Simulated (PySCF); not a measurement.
# C3H9PSi: electronic excitations and core binding energies

What electronic excitations and core binding energies should C3H9PSi (`C=CP(C)[SiH3]`) show?

The runs use PySCF 2.14.0, with density-fitted response routines of our own; the level of theory stands in each step. All values are computed, except where a source is named. Atoms count from 0, in the outputs and in this text.

### 1 The starting structure

14 atoms, charge 0, multiplicity 1; geometry from: GFN2-xTB.

Bonds of the start (Å): C0–C1 1.33, C1–P2 1.80, P2–C3 1.85, P2–Si4 2.24, C0–H5 1.08, C0–H6 1.08, C1–H7 1.08, C3–H8 1.09, C3–H9 1.09, C3–H10 1.09, Si4–H11 1.47, Si4–H12 1.46, Si4–H13 1.46.

### 2 TDDFT and polarisability: B3LYP/def2-SVPD

What the job is given:

```
{"job": {"kind": "uv", "xc": "B3LYP", "basis": "def2-SVPD", "nstates": 8, "ntriplets": 3}, "charge": 0, "multiplicity": 1}
C     -0.555806    -2.131722     0.056738
C     -1.047330    -0.944033     0.379189
P     -0.141784     0.483525     1.010430
C      1.601016     0.067982     0.546243
Si    -0.638891     1.903910    -0.649386
H     -1.197946    -2.935415    -0.265735
H      0.496733    -2.355072     0.098623
H     -2.117985    -0.773237     0.351648
H      1.992501    -0.680244     1.234209
H      1.661053    -0.306018    -0.474324
H      2.202057     0.970587     0.639956
H     -0.255337     1.427006    -1.982776
H      0.084248     3.144309    -0.366193
H     -2.083207     2.127950    -0.615722
```

With the program's defaults for keys left out, this is: TDDFT B3LYP/def2-SVPD, vertical, gas phase, core orbitals frozen in the response.

Run with:

```bash
$ OMP_NUM_THREADS=1 python probes_run.py task.json out
```

One launch serves the whole session: the jobs run in the order shown.

The program printed:

```text
coarse grid: 12088 points
cycle   1  E = -750.1775515814  dE =  1.987e-01  |g| = 3.877e-01  |ddm| = 5.215e+00
cycle   2  E = -750.1511416357  dE =  2.641e-02  |g| = 4.893e-01  |ddm| = 1.351e+00
cycle   3  E = -750.2191323918  dE = -6.799e-02  |g| = 4.517e-02  |ddm| = 7.895e-01
cycle   4  E = -750.2197143301  dE = -5.819e-04  |g| = 2.426e-02  |ddm| = 1.675e-01
cycle   5  E = -750.2198767088  dE = -1.624e-04  |g| = 1.093e-02  |ddm| = 5.410e-02
cycle   6  E = -750.2199089473  dE = -3.224e-05  |g| = 1.461e-03  |ddm| = 1.732e-02
cycle   7  E = -750.2199095052  dE = -5.579e-07  |g| = 5.111e-04  |ddm| = 3.533e-03
final grid: 105824 points
cycle   8  E = -750.3185926598  dE = -3.351e-05  |g| = 4.652e-03  |ddm| = 1.168e-01
cycle   9  E = -750.3185896419  dE =  3.018e-06  |g| = 5.764e-03  |ddm| = 1.581e-02
cycle  10  E = -750.3185985901  dE = -8.948e-06  |g| = 5.185e-04  |ddm| = 8.444e-03
cycle  11  E = -750.3185986816  dE = -9.145e-08  |g| = 1.354e-04  |ddm| = 1.679e-03
cycle  12  E = -750.3185986850  dE = -3.410e-09  |g| = 9.715e-05  |ddm| = 3.582e-04
cycle  13  E = -750.3185986875  dE = -2.507e-09  |g| = 1.381e-05  |ddm| = 1.355e-04
cycle  14  E = -750.3185986875  dE = -5.343e-11  |g| = 3.197e-06  |ddm| = 3.368e-05
converged SCF energy = -750.3185986875

Static polarisability (au): isotropic 94.914, principal 79.080 89.729 115.933

Singlet excitations
state   eV       nm        f      main configurations
  1   5.2528    236.0   0.20129   H->L 0.87
  2   5.4160    228.9   0.03522   H->L+1 0.89
  3   5.7626    215.2   0.04152   H->L+2 0.65, H->L+3 0.30
  4   6.0570    204.7   0.04472   H->L+3 0.69, H->L+2 0.26
  5   6.4294    192.8   0.01217   H->L+4 0.93
  6   6.5838    188.3   0.04753   H->L+5 0.94
  7   6.7820    182.8   0.03105   H->L+6 0.70, H-1->L 0.21
  8   6.8421    181.2   0.05925   H-1->L 0.39, H->L+6 0.26, H->L+7 0.17

Triplet excitations (Tamm-Dancoff, eV): 3.8933 4.7902 5.2248
```

Run time: 26 s. Hardware: 1 thread of Arm Neoverse V1, shared host; peak memory 0.66 GiB.

Frontier orbitals and where they lie:

| orbital | eV | atoms |
| --- | --- | --- |
| HOMO−3 | -9.16 | C1 23 %, P2 18 %, C3 16 % |
| HOMO−2 | -8.82 | P2 24 %, Si4 18 %, C1 17 % |
| HOMO−1 | -8.08 | C1 26 %, P2 24 %, C0 19 % |
| HOMO | -6.25 | P2 45 %, C0 16 %, C1 14 % |
| LUMO | -0.49 | C0 31 %, C1 27 %, P2 10 % |
| LUMO+1 | -0.03 | P2 22 %, Si4 19 %, C3 14 % |
| LUMO+2 | 0.39 | Si4 29 %, P2 19 %, H13 12 % |

With each of the 8 states as a Gaussian band of 0.4 eV half-width at 1/e, the curve within the window shown has maxima at 234 nm (ε 9,800), 185 nm (ε 5,500) L/(mol cm). Beyond the last state computed it falls off for lack of states. The curve at chosen wavelengths:

nm, ε (L/mol/cm) and a bar:
```
      174       2222 ####
      178       3906 ##########
      181       4949 #############
      185       5541 ###############
      189       5215 ##############
      192       4662 ############
      196       3977 ##########
      200       3630 #########
      203       3608 #########
      207       3811 ##########
      211       4240 ###########
      214       4741 #############
      218       5710 ################
      222       6985 ####################
      226       8339 #########################
      229       9185 ############################
      233       9802 ##############################
      237       9652 #############################
      240       9044 ###########################
      244       7740 #######################
      248       6148 ##################
      251       4942 #############
      255       3492 ########
      259       2326 ####
      262       1655 ##
      266       1007
```

Leading natural transition orbitals of singlet state 1: the hole lies on P2 60 %; C0 9 %; Si4 7 %; the particle on C0, C1 about 20 % each; Si4 9 %; H5, H6, H12 about 8 % each.

Ground-state properties from the same run:

| property | computed |
| --- | --- |
| dipole moment (D) | 0.99 |
| polarisability (Å³) | 14.06 |
| HOMO–LUMO gap (eV) | 5.75 |
| −ε(HOMO) (eV) | 6.25 |

Orbitals, density, ELF and potential are computed afterwards from the orbital file.

Frontier orbitals at B3LYP/def2-SVPD, with the share of their density that lies nearest to each atom:

| orbital | energy (eV) | lies on |
| --- | --- | --- |
| HOMO | -6.25 | P2 50 %; C0 17 %; Si4 8 % |
| LUMO | -0.49 | C0, C1 about 24 % each; H5, H6, H7 about 8 % each; P2 8 % |

ELF in a plane through or near 6 of the atoms.

Ten even steps from '0' (0.00) to '9' (1.00):
```
0000000000000000000000000000
0000000000000000000000000000
0000000000000000000000000000
0000000000687203640000000000
0000000004999638995000000000
0000000003999879997000000000
0000000000699449993000000000
0000698600026766510000000000
0006999962246784002542000000
0008999984783143114653000000
0006999930597388576653100000
0001577601287584388654100000
0000014776531164266566300000
0000039999930189950134200000
0000059999930299960001000000
0000028999920069830000000000
0000003688400003200000000000
0000000000000000000000000000
0000000000000000000000000000
0000000000000000000000000000
```
The map spans 11.5 Å across and 9.9 Å up, centred on the molecule. Atoms in the plane (x, y in Å): C1 (1.0, -1.0), H7 (0.8, -2.0), H8 (0.9, 2.2), H10 (-0.8, 2.3), H12 (-3.2, 0.2), H13 (-2.2, -2.0).

log10 of the density (e/Å³) in the same plane.

Values, 10 rows by 14 columns:
```
-4.0 -4.0 -4.0 -4.0 -4.0 -4.0 -4.0 -4.0 -4.0 -4.0 -4.0 -4.0 -4.0 -4.0
-4.0 -4.0 -4.0 -4.0 -3.8 -2.9 -2.5 -2.5 -2.7 -3.3 -4.0 -4.0 -4.0 -4.0
-4.0 -4.0 -4.0 -3.8 -2.8 -1.4 -0.7 -0.9 -0.9 -2.0 -3.4 -4.0 -4.0 -4.0
-4.0 -3.7 -2.9 -2.5 -2.3 -1.1  0.0  0.3 -0.1 -1.6 -2.7 -3.4 -4.0 -4.0
-4.0 -2.7 -1.5 -0.6 -0.9 -0.9 -0.2 -0.1 -1.1 -1.2 -1.4 -2.2 -3.4 -4.0
-4.0 -2.6 -1.3 -0.3 -0.3 -0.2 -0.1 -0.1 -0.1 -0.1 -0.7 -1.7 -2.9 -4.0
-4.0 -3.1 -2.0 -1.0 -0.3 -0.5 -1.0 -0.2  0.4 -0.2 -0.7 -1.6 -2.8 -4.0
-4.0 -3.7 -2.5 -1.2 -0.2 -0.8 -1.8 -0.8 -0.4 -1.5 -1.9 -2.3 -3.3 -4.0
-4.0 -4.0 -3.2 -2.3 -1.9 -2.2 -2.8 -2.4 -2.2 -2.8 -3.4 -3.7 -4.0 -4.0
-4.0 -4.0 -4.0 -3.8 -3.5 -3.7 -4.0 -4.0 -4.0 -4.0 -4.0 -4.0 -4.0 -4.0
```
The map spans 11.5 Å across and 9.9 Å up, centred on the molecule. Atoms in the plane (x, y in Å): C1 (1.0, -1.0), H7 (0.8, -2.0), H8 (0.9, 2.2), H10 (-0.8, 2.3), H12 (-3.2, 0.2), H13 (-2.2, -2.0).

On the surface of density 0.002 e/bohr³ the electrostatic potential runs, from the 1st to the 99th percentile, from -0.88 V near P2 to 0.85 V near H11.

### 3 Core-electron binding energies: SCAN, X2C

The job, as its differences from that of step 2:

```diff
@@ -1,2 +1,2 @@
-{"job": {"kind": "uv", "xc": "B3LYP", "basis": "def2-SVPD", "nstates": 8, "ntriplets": 3}, "charge": 0, "multiplicity": 1}
+{"job": {"kind": "xps"}, "charge": 0, "multiplicity": 1}
 C     -0.555806    -2.131722     0.056738
```

Level: delta-SCF UKS SCAN, pcX-2 on the ionised atom, pcseg-1 elsewhere, spin-free X2C.

The program printed:

```text
ground state, core basis on atom 0 (C), 154 functions
  cycle   1  E = -751.73722636  |g| = 4.71e-01
  cycle   2  E = -751.67957696  |g| = 6.41e-01
  cycle   3  E = -751.79768125  |g| = 6.94e-02
  cycle   4  E = -751.79910088  |g| = 3.74e-02
  cycle   5  E = -751.79947486  |g| = 1.97e-02
  cycle   6  E = -751.79957769  |g| = 3.43e-03
  cycle   7  E = -751.79958009  |g| = 1.64e-03
  cycle   8  E = -751.79958139  |g| = 3.87e-04
  E(ground) = -751.85842208 Eh
hole in C 1s of atom 0
  cycle   1  E = -740.55825302  |g| = 1.51e+00
  cycle   2  E = -739.33041590  |g| = 2.00e+00
  cycle   3  E = -740.93662865  |g| = 5.70e-01
  cycle   4  E = -741.00238765  |g| = 4.67e-01
  cycle   5  E = -741.14636067  |g| = 8.90e-02
  cycle   6  E = -741.15019163  |g| = 3.64e-02
  cycle   7  E = -741.15099899  |g| = 1.09e-02
  cycle   8  E = -741.15108375  |g| = 4.04e-03
  cycle   9  E = -741.15109826  |g| = 1.92e-03
  cycle  10  E = -741.15110259  |g| = 1.10e-03
  cycle  11  E = -741.15110325  |g| = 4.40e-04
  E(ion) = -741.20929085 Eh   <S^2> = 0.7823   hole on atom = 1.000   binding energy = 289.778 eV
ground state, core basis on atom 1 (C), 154 functions
  cycle   1  E = -751.79967391  |g| = 6.34e-02
  cycle   2  E = -751.79871242  |g| = 6.77e-02
  cycle   3  E = -751.79956441  |g| = 3.72e-02
  cycle   4  E = -751.79994697  |g| = 5.43e-03
  cycle   5  E = -751.79995622  |g| = 8.19e-04
  cycle   6  E = -751.79995683  |g| = 2.76e-04
  E(ground) = -751.85870425 Eh
hole in C 1s of atom 1
  cycle   1  E = -740.54314793  |g| = 1.51e+00
  cycle   2  E = -739.28461187  |g| = 2.07e+00
  cycle   3  E = -740.99628163  |g| = 4.65e-01
  cycle   4  E = -740.82108375  |g| = 6.37e-01
  cycle   5  E = -741.11696880  |g| = 1.57e-01
  cycle   6  E = -741.13050127  |g| = 6.23e-02
  cycle   7  E = -741.13283950  |g| = 1.93e-02
  cycle   8  E = -741.13317525  |g| = 8.73e-03
  cycle   9  E = -741.13334719  |g| = 6.42e-03
  cycle  10  E = -741.13350568  |g| = 5.15e-03
  cycle  11  E = -741.13360127  |g| = 2.57e-03
  cycle  12  E = -741.13361518  |g| = 1.07e-03
  cycle  13  E = -741.13361783  |g| = 4.30e-04
  E(ion) = -741.19122318 Eh   <S^2> = 0.8417   hole on atom = 1.000   binding energy = 290.277 eV
ground state, core basis on atom 2 (P), 165 functions
  cycle   1  E = -751.91526532  |g| = 3.40e-01
  cycle   2  E = -751.91485771  |g| = 5.28e-02
  cycle   3  E = -751.91350933  |g| = 8.86e-02
  cycle   4  E = -751.91562236  |g| = 1.18e-02
  cycle   5  E = -751.91566074  |g| = 4.09e-03
  cycle   6  E = -751.91566597  |g| = 7.30e-04
  cycle   7  E = -751.91566497  |g| = 1.47e-04
  E(ground) = -751.94400862 Eh
hole in P 1s of atom 2
  cycle   1  E = -671.76182148  |g| = 4.72e+00
  cycle   2  E = -671.55610398  |g| = 2.35e+00
  cycle   3  E = -671.63319203  |g| = 1.37e+00
  cycle   4  E = -672.78240664  |g| = 4.68e-01
  cycle   5  E = -672.88256258  |g| = 2.82e-01
  cycle   6  E = -672.92196424  |g| = 9.71e-02
  cycle   7  E = -672.92597093  |g| = 3.87e-02
  cycle   8  E = -672.92680348  |g| = 8.48e-03
  cycle   9  E = -672.92683369  |g| = 4.25e-03
  cycle  10  E = -672.92684443  |g| = 8.13e-04
  cycle  11  E = -672.92684514  |g| = 4.32e-04
  E(ion) = -672.95577429 Eh   <S^2> = 0.7521   hole on atom = 1.000   binding energy = 2149.379 eV
hole in P 2p of atom 2
  cycle   1  E = -746.50025358  |g| = 1.40e+00
  cycle   2  E = -746.06253228  |g| = 1.44e+00
  cycle   3  E = -746.75011783  |g| = 4.92e-01
  cycle   4  E = -746.87211910  |g| = 2.41e-01
  cycle   5  E = -746.89971072  |g| = 1.02e-01
  cycle   6  E = -746.90522661  |g| = 2.77e-02
  cycle   7  E = -746.90559473  |g| = 1.05e-02
  cycle   8  E = -746.90565948  |g| = 2.45e-03
  cycle   9  E = -746.90566218  |g| = 1.28e-03
  cycle  10  E = -746.90566396  |g| = 4.33e-04
  E(ion) = -746.94447113 Eh   <S^2> = 0.7536   hole on atom = 1.002   binding energy = 136.044 eV
  2p3/2 = 135.822 eV   2p1/2 = 136.715 eV
ground state, core basis on atom 3 (C), 154 functions
  cycle   1  E = -751.79738315  |g| = 7.12e-02
  cycle   2  E = -751.79669118  |g| = 6.34e-02
  cycle   3  E = -751.79780010  |g| = 2.45e-02
  cycle   4  E = -751.79795512  |g| = 1.25e-02
  cycle   5  E = -751.79799716  |g| = 1.38e-03
  cycle   6  E = -751.79799695  |g| = 3.55e-04
  E(ground) = -751.85652762 Eh
hole in C 1s of atom 3
  cycle   1  E = -740.54548233  |g| = 1.51e+00
  cycle   2  E = -739.76569617  |g| = 1.85e+00
  cycle   3  E = -741.05580428  |g| = 3.63e-01
  cycle   4  E = -741.10431748  |g| = 1.62e-01
  cycle   5  E = -741.11886632  |g| = 6.60e-02
  cycle   6  E = -741.12082794  |g| = 2.57e-02
  cycle   7  E = -741.12113006  |g| = 1.11e-02
  cycle   8  E = -741.12120186  |g| = 3.59e-03
  cycle   9  E = -741.12121271  |g| = 9.07e-04
  cycle  10  E = -741.12121387  |g| = 5.19e-04
  cycle  11  E = -741.12121479  |g| = 1.64e-04
  E(ion) = -741.17849866 Eh   <S^2> = 0.7694   hole on atom = 1.000   binding energy = 290.564 eV
ground state, core basis on atom 4 (Si), 165 functions
  cycle   1  E = -751.89050431  |g| = 2.86e-01
  cycle   2  E = -751.89053441  |g| = 3.40e-02
  cycle   3  E = -751.89043363  |g| = 3.14e-02
  cycle   4  E = -751.89063763  |g| = 9.59e-03
  cycle   5  E = -751.89066407  |g| = 2.07e-03
  cycle   6  E = -751.89066250  |g| = 3.70e-04
  E(ground) = -751.90768985 Eh
hole in Si 1s of atom 4
  cycle   1  E = -682.96929057  |g| = 4.35e+00
  cycle   2  E = -682.69531261  |g| = 2.25e+00
  cycle   3  E = -683.21156723  |g| = 1.04e+00
  cycle   4  E = -683.91971658  |g| = 4.20e-01
  cycle   5  E = -684.00921134  |g| = 2.32e-01
  cycle   6  E = -684.03514651  |g| = 9.96e-02
  cycle   7  E = -684.04060071  |g| = 2.71e-02
  cycle   8  E = -684.04098834  |g| = 9.97e-03
  cycle   9  E = -684.04104370  |g| = 3.15e-03
  cycle  10  E = -684.04104993  |g| = 9.49e-04
  cycle  11  E = -684.04105163  |g| = 3.82e-04
  E(ion) = -684.06563333 Eh   <S^2> = 0.7525   hole on atom = 1.000   binding energy = 1846.076 eV
hole in Si 2p of atom 4
  cycle   1  E = -747.62598430  |g| = 1.23e+00
  cycle   2  E = -747.21164005  |g| = 1.26e+00
  cycle   3  E = -747.83503325  |g| = 4.10e-01
  cycle   4  E = -747.94818949  |g| = 1.52e-01
  cycle   5  E = -747.95613549  |g| = 9.75e-02
  cycle   6  E = -747.96163933  |g| = 2.68e-02
  cycle   7  E = -747.96205090  |g| = 5.83e-03
  cycle   8  E = -747.96206564  |g| = 3.23e-03
  cycle   9  E = -747.96207429  |g| = 9.47e-04
  cycle  10  E = -747.96207448  |g| = 6.15e-04
  cycle  11  E = -747.96207633  |g| = 4.54e-04
  E(ion) = -747.99031627 Eh   <S^2> = 0.7541   hole on atom = 1.002   binding energy = 106.597 eV
  2p3/2 = 106.383 eV   2p1/2 = 107.006 eV
```

Wall time 62 s (1 thread of Arm Neoverse V1, shared host); peak memory 0.62 GiB.

Binding energies by hole, beside the orbital energy of the ground state; the difference holds orbital relaxation and, for a density functional, its self-interaction error:

| hole | stands for | environment | ΔSCF (eV; 2p as the shell's mean) | −ε (eV) | ⟨S²⟩ |
| --- | --- | --- | --- | --- | --- |
| C1s on C0 | C0 | terminal =CH2 carbon | 289.78 | 273.5 | 0.782 |
| C1s on C1 | C1 | alkene CH | 290.28 | 274.0 | 0.842 |
| P1s on P2 | P2 | phosphorus bonded to 2 C, Si | 2149.38 | 2092.6 | 0.752 |
| P2p on P2 | P2 | phosphorus bonded to 2 C, Si | 136.12 | 125.6 | 0.754 |
| C1s on C3 | C3 | methyl carbon bonded to P | 290.56 | 273.8 | 0.769 |
| Si1s on Si4 | Si4 | silicon bonded to P, 3 H | 1846.08 | 1793.2 | 0.753 |
| Si2p on Si4 | Si4 | silicon bonded to P, 3 H | 106.59 | 96.1 | 0.754 |

With the spin-orbit splitting: P2 2p3/2 135.82, 2p1/2 136.71 eV; Si4 2p3/2 106.38, 2p1/2 107.01 eV. The table gives each 2p level as the mean over the whole 2p shell (two parts 2p3/2, one part 2p1/2), which differs a little from the single hole in the log.

### 4 Outcome

```
                             quantity                               value
     lowest singlet (B3LYP/def2-SVPD)         5.25 eV (236 nm), f = 0.201
                       lowest triplet                             3.89 eV
surface potential, 1st and 99th percentile                  -0.88 V and 0.85 V
     C1s binding energies, SCAN/pcX-2  C3 290.56, C1 290.28, C0 289.78 eV
     P1s binding energies, SCAN/pcX-2                       P2 2149.38 eV
     P2p binding energies, SCAN/pcX-2                        P2 136.12 eV
    Si1s binding energies, SCAN/pcX-2                      Si4 1846.08 eV
    Si2p binding energies, SCAN/pcX-2                       Si4 106.59 eV
```

What this shows: The first singlet state (HOMO→LUMO 0.87) lies at 5.25 eV and is bright. The lowest triplet lies 1.36 eV below the lowest singlet (triplets in Tamm-Dancoff, singlets in full TDDFT). By nearest atom (B3LYP/def2-SVPD), the HOMO sits on P2 50 %; C0 17 % and the LUMO on C0, C1 about 24 % each; H5, H6, H7 about 8 % each. C3 (methyl carbon bonded to P) binds its C1s electron 0.79 eV more tightly than C0 (terminal =CH2 carbon).
